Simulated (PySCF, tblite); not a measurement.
# C₆H₁₃BOS: geometry, infrared bands and NMR shifts

Wanted: the infrared bands and NMR shifts of C₆H₁₃BOS (`CC/C=C\B(OC)SC`), by calculation.

Computed with tblite 0.8.0 and PySCF 2.14.0, with density-fitted response routines of our own, on a single molecule in the gas phase. Atoms count from 0, in the outputs and in this text.

## Step 1: The molecule as given

22 atoms, charge 0, multiplicity 1; geometry from: force field or distance geometry start.

Bonds of the start (Å): C0–C1 1.54, C1–C2 1.49, C2–C3 1.36, C3–B4 1.59, B4–O5 1.46, O5–C6 1.40, B4–S7 1.88, S7–C8 1.81, C0–H9 1.11, C0–H10 1.11, C0–H11 1.11, C1–H12 1.12, C1–H13 1.11, C2–H14 1.08, C3–H15 1.07, C6–H16 1.12, C6–H17 1.11, C6–H18 1.11, C8–H19 1.12, C8–H20 1.12, C8–H21 1.11.

## Step 2: Optimising the geometry with GFN2-xTB

What the job is given:

```
{"job": {"kind": "relax", "xc": "GFN2-xTB", "basis": "xTB"}, "charge": 0, "multiplicity": 1}
C      3.334500     0.274200     0.147900
C      1.821700     0.003500     0.181700
C      1.189600     0.270500    -1.140500
C     -0.144400     0.216400    -1.382000
B     -1.256600    -0.189400    -0.315300
O     -0.922800    -0.757400     0.991500
C     -0.988400    -2.157800     0.905700
S     -3.062500     0.113400    -0.756500
C     -3.089600     1.790100    -0.072100
H      3.509000     1.340600    -0.103800
H      3.815000    -0.377100    -0.605700
H      3.767500     0.065300     1.146100
H      1.669200    -1.064000     0.476700
H      1.372400     0.647500     0.965500
H      1.811700     0.585800    -1.971200
H     -0.501600     0.477200    -2.351600
H     -0.688100    -2.582200     1.892700
H     -0.288100    -2.575700     0.146300
H     -2.030300    -2.500400     0.712700
H     -2.853000     1.771200     1.017700
H     -4.112200     2.228100    -0.203200
H     -2.363500     2.439700    -0.603600
```

Run with:

```
OMP_NUM_THREADS=1 python probes_run.py task.json out
```

The driver reads the jobs from task.json and runs them one after another.

**Question.** This job is followed by: GFN2-xTB harmonic vibrations, gas phase; GIAO PBE0/pcSseg-1 NMR shielding, non-relativistic, gas phase. Predict these results of the whole session: strongest single infrared mode (GFN2-xTB); zero-point energy (GFN2-xTB); 13C shifts against TMS (PBE0/pcSseg-1); 1H shifts against TMS (PBE0/pcSseg-1, means over atoms taken as alike); 11B shifts against BF3·OEt2 (PBE0/pcSseg-1); 17O shifts against H2O (PBE0/pcSseg-1); 33S shifts against CS2 (PBE0/pcSseg-1); surface potential, 1st and 99th percentile.

**Answer**, as computed:

| quantity | value |
| --- | --- |
| strongest single infrared mode (GFN2-xTB) | 1288 cm⁻¹, 281 km/mol |
| zero-point energy (GFN2-xTB) | 113.5 kcal/mol |
| 13C shifts against TMS (PBE0/pcSseg-1) | 153.5, 134.1, 55.7, 33.0, 16.8, 16.7 ppm |
| 1H shifts against TMS (PBE0/pcSseg-1, means over atoms taken as alike) | 6.26, 5.75, 4.01, 2.12, 2.11, 1.07 ppm |
| 11B shifts against BF3·OEt2 (PBE0/pcSseg-1) | 44.8 ppm |
| 17O shifts against H2O (PBE0/pcSseg-1) | 155.8 ppm |
| 33S shifts against CS2 (PBE0/pcSseg-1) | -44 ppm |
| surface potential, 1st and 99th percentile | -1.15 V and 0.79 V |

The optimisation took 216 steps and gained 1.367 eV; among the close pairs (by a distance rule), B4–O5 changed most, from 1.463 to 1.334 Å. The lowest mode is slightly imaginary (19i cm⁻¹), a soft motion within the noise of the Hessian, so the minimum is not strictly shown. The strongest single mode, at 1288 cm⁻¹, moves mainly B4 and O5. Unscaled tight-binding wavenumbers are off by several per cent, some by more. Its intensities can rank the bands wrongly. At PBE0/pcSseg-1: The widest tensor belongs to O5: span 350 ppm, with a paramagnetic part of -217 ppm.
